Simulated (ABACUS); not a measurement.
# CoO (Fm-3m) in ABACUS: reference runs, part 2 of 2

ABACUS 3.10.1.

## (3) Single point, PBE, collinear spin, ferromagnetic start (atoms moved at random, drawn with an rms of 0.05 Å)

File INPUT:

```
INPUT_PARAMETERS
suffix              CoO
calculation         scf
basis_type          pw
pseudo_dir          ./
symmetry            1
dft_functional      pbe
ecutwfc             97
pseudo_rcut         7
nspin               2
nbands              17
ks_solver           dav
smearing_method     fd
smearing_sigma      0.00367493
scf_thr             1e-08
scf_nmax            100
mixing_type         broyden
mixing_beta         0.4
cal_force           1
cal_stress          1
out_chg             1
out_pot             2
out_elf             1
```

File STRU:

```
ATOMIC_SPECIES
Co 58.9332 Co.upf
O 15.9990 O.upf

LATTICE_CONSTANT
1.8897261246

LATTICE_VECTORS
0.0000000000 2.1315016600 2.1315016600
2.1315016600 0.0000000000 2.1315016600
2.1315016600 2.1315016600 0.0000000000

ATOMIC_POSITIONS
Direct

Co
0.0
1
-0.0073950000 0.0082970000 0.0150690000 1 1 1 mag 2

O
0.0
1
0.4971250000 0.5171570000 0.4953140000 1 1 1 mag 0
```

File KPT:

```
K_POINTS
0
Gamma
11 11 11 0 0 0
```

Potentials or basis: PseudoDojo NC SR 0.4.1 PBE standard, plane waves.

Started as:

```bash
OMP_NUM_THREADS=1 mpirun -np 4 abacus > log
```

running log:

```text
ABACUS v3.10.1

               Atomic-orbital Based Ab-initio Computation at UStc

 ------------------------------------------------------------------------------------

 READING GENERAL INFORMATION
                           global_out_dir = OUT.CoO/
                           global_in_card = INPUT
                               pseudo_dir = ./
                              orbital_dir =
                                    DSIZE = 4
                                    GSIZE = 1

 READING UNITCELL INFORMATION
                                    ntype = 2
                  lattice constant (Bohr) = 1.88973
              lattice constant (Angstrom) = 1

 READING ATOM TYPE 1
                               atom label = Co
                      L=0, number of zeta = 1
                      L=1, number of zeta = 1
                      L=2, number of zeta = 1
             number of atom for this type = 1
               magnetization of element 1 = 2

 READING ATOM TYPE 2
                               atom label = O
                      L=0, number of zeta = 1
                      L=1, number of zeta = 1
                      L=2, number of zeta = 1
             number of atom for this type = 1
               magnetization of element 2 = 0

                        TOTAL ATOM NUMBER = 2
DIRECT COORDINATES
    atom                   x                   y                   z     mag                  vx                  vy                  vz
taud_Co1            0.9926050000        0.0082970000        0.0150690000  2.0000        0.0000000000        0.0000000000        0.0000000000
taud_O1            0.4971250000        0.5171570000        0.4953140000  0.0000        0.0000000000        0.0000000000        0.0000000000

                          Volume (Bohr^3) = 130.702
                             Volume (A^3) = 19.3681

 Lattice vectors: (Cartesian coordinate: in unit of a_0)
                   +0             +2.1315             +2.1315
              +2.1315                  +0             +2.1315
              +2.1315             +2.1315                  +0
 Reciprocal vectors: (Cartesian coordinate: in unit of 2 pi/a_0)
            -0.234576           +0.234576           +0.234576
            +0.234576           -0.234576           +0.234576
            +0.234576           +0.234576           -0.234576
[... 220 lines left out ...]
WARNING: norm of atomic wavefunction # 3 of atomic type Co is 0.999987, renormalized
WARNING: norm of atomic wavefunction # 4 of atomic type Co is 0.997153, renormalized

 number of pseudo atomic orbitals for O is 2
WARNING: norm of atomic wavefunction # 2 of atomic type O is 0.999977, renormalized

 -------------------------------------------
 SELF-CONSISTENT
 -------------------------------------------
                                 init_chg = atomic

 PW ALGORITHM --------------- ION=   1  ELEC=   1--------------------------------
          total magnetism (Bohr mag/cell) = 2.68262
       absolute magnetism (Bohr mag/cell) = 2.68262
                        nelec for spin up = 12.8413
                      nelec for spin down = 10.1587
[... 193 lines left out ...]
 Density error is 8.4249379944e-09
                          Error Threshold = 4.33663737353e-10
----------------------------------------------------------
     Energy           Rydberg                 eV
----------------------------------------------------------
 E_KohnSham     -339.0670289925      -4613.2435982298
 E_KS(sigma->0) -339.0658785850      -4613.2279461321
 E_Harris       -339.0667579217      -4613.2399101224
 E_band         -22.1316166905       -301.1160929427
 E_one_elec     -153.4254654564      -2087.4605485095
 E_Hartree      91.3642070226        1243.0738087592
 E_xc           -64.4688449330       -877.1436345678
 E_Ewald        -212.5346248106      -2891.6819197162
 E_entropy(-TS) -0.0023008151        -0.0313041955
 E_descf        0.0000000000         0.0000000000
 E_exx          0.0000000000         0.0000000000
 E_Fermi        1.0385594072         14.1303256495
----------------------------------------------------------

 charge density convergence is achieved
 final etot is -4613.2435982 eV
 EFERMI = 14.13032565 eV
The vacuum level is 10.730792706 eV

 STATE ENERGY(eV) AND OCCUPATIONS    NSPIN == 2
SPIN UP :
 1/666 kpoint (Cartesian) = 0.0000 0.0000 0.0000 (520 pws)
       1       -82.6670    0.000751315
       2       -46.0156    0.000751315
       3       -46.0134    0.000751315
       4       -46.0121    0.000751315
       5       -6.08237    0.000751315
       6        10.5243    0.000751315
[... 9 lines left out ...]
      16        32.1051        0.00000
[... 82 lines left out ...]
       4       -46.0184     0.00150263
       5       -4.87990     0.00150263
       6        6.01741     0.00150263
[... 9 lines left out ...]
      16        27.5940        0.00000
      17        27.6059        0.00000

[... levels at 1326 further k points ...]

------------------------------------------------------------------------------------------
 TOTAL-FORCE (eV/Angstrom)
------------------------------------------------------------------------------------------
                       Co1        -0.0220220893        -0.0324762654         0.0276998489
                        O1         0.0220220893         0.0324762654        -0.0276998489
------------------------------------------------------------------------------------------

----------------------------------------------------------------
 TOTAL-STRESS (KBAR)
----------------------------------------------------------------
       -19.1223054174        -0.5551141312         0.5076142752
        -0.5551141312       -17.4627011497         0.7231535082
         0.5076142752         0.7231535082       -18.4760546692
----------------------------------------------------------------
 TOTAL-PRESSURE: -18.353687 KBAR

 --------------------------------------------
 !FINAL_ETOT_IS -4613.2435982298311501 eV
 --------------------------------------------
```

It took 3.5 min on 4 MPI ranks of Intel Xeon 6975P-C (Granite Rapids), shared host; peak memory 1 GiB.

Results:

| Property | Result |
| --- | --- |
| Free energy | -4613.2436 eV |
| Pressure | -1.8 GPa |
| Largest force | 0.048 eV/Å |
| Band gap on the k mesh | none (metal or under the smearing width) |
| Net moment | 2.99 μB per cell |
| Absolute moment | 3.01 μB per cell |

Forces on the atoms (eV/Å):
```
Co  -0.022 -0.032  0.028
O    0.022  0.032 -0.028
```

Stress tensor (GPa, compression positive):
```
-1.91 -0.06  0.05
-0.06 -1.75  0.07
 0.05  0.07 -1.85
```

Levels at points of the mesh, in eV from the Fermi level:
Spin up:
```csv
k point,band 10,band 11,band 12,band 13
"(0.00, 0.00, 0.00)",-3.24,-3.03,-3.02,-2.98
```
Spin down:
| k point | band 6 | band 7 | band 8 | band 9 | band 10 | band 11 | band 12 | band 13 |
| --- | --- | --- | --- | --- | --- | --- | --- | --- |
| (0.00, 0.00, 0.00) | -2.62 | -2.61 | -2.61 | -1.08 | -1.07 | -1.04 | 0.07 | 0.08 |

Caveat: a cell with one magnetic atom can't hold antiferromagnetic order, which such compounds often take; semilocal functionals often make such compounds metallic where correlation or magnetic order opens a gap, which also shifts bond lengths.
